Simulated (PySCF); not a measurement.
# HO2Pm (Pm(O)(OH)): the cost of one run

Computed with PySCF 2.14.0. Level: several levels, as the steps say, no spin–orbit coupling.

1 further run of the same task is left out (for a known fault of the program).

## 1. Where the work starts

4 atoms, charge 0, spin multiplicity 1.

Bond lengths: Pm1–O2 1.870 Å, Pm1–O3 2.119 Å, Pm1–H4 2.916 Å, O3–H4 0.960 Å. Angles: O2–Pm1–O3 110.2°, O2–Pm1–H4 97.8°, O3–Pm1–H4 12.4°, Pm1–O3–H4 139.4°, Pm1–H4–O3 28.3°.

As a file:

```xyz
4

Pm   -0.00119   -0.04458   -0.45514
O     1.25656    0.03354    0.92689
O    -1.96472    0.02143    0.33990
H    -2.40429    0.07816    1.19154
```

Formal oxidation states: Pm +3. Each metal's 4 4f electrons lie in its core potential, so multiplicities, spins and levels count the valence alone. An earlier session relaxed this geometry at PBE0, Pm lcecp-1-SVP with ECP50, O def2-SVP, H def2-SVP (singlet, point group Cs).

At PBE0 on the finer grid: E = -184.946087 Eh, HOMO -6.24 eV, LUMO -1.80 eV, Mulliken charge on Pm1 +0.81 e, largest force component 0.024 eV/Å. 

Levels to run: CAM-B3LYP; wB97X; PBE0, TZVP. Hardware: 2 threads of Arm Neoverse V1, shared host.

## 2. CAM-B3LYP

Input file run.py (the lines that set the calculation):

```python
mol = gto.M(atom='''
Pm    -0.00119    -0.04458    -0.45514
O      1.25656     0.03354     0.92689
O     -1.96472     0.02143     0.33990
H     -2.40429     0.07816     1.19154''',
    basis={'Pm': 'lcecp-1-SVP', 'O': 'def2-SVP', 'H': 'def2-SVP'},
    ecp={'Pm': 'lcecp-1-SVP'},
    charge=0, spin=0)
mf = dft.RKS(mol, xc='CAMB3LYP')
mf.grids.atom_grid = (75, 302)  # f atoms: unpruned, at least (60, 302)
mf = mf.density_fit()  # fitting sets: Pm AutoAux, O def2-universal-JKFIT, H def2-universal-JKFIT
mf.conv_tol = 1e-08; mf.max_cycle = 55
mf.kernel(dm0)  # dm0: the density of the relaxed state
```

The run is started by

```sh
> OMP_NUM_THREADS=2 python run.py
```

**Question.** How long does this run take on 2 threads of Arm Neoverse V1, shared host?

About 2.5 s.
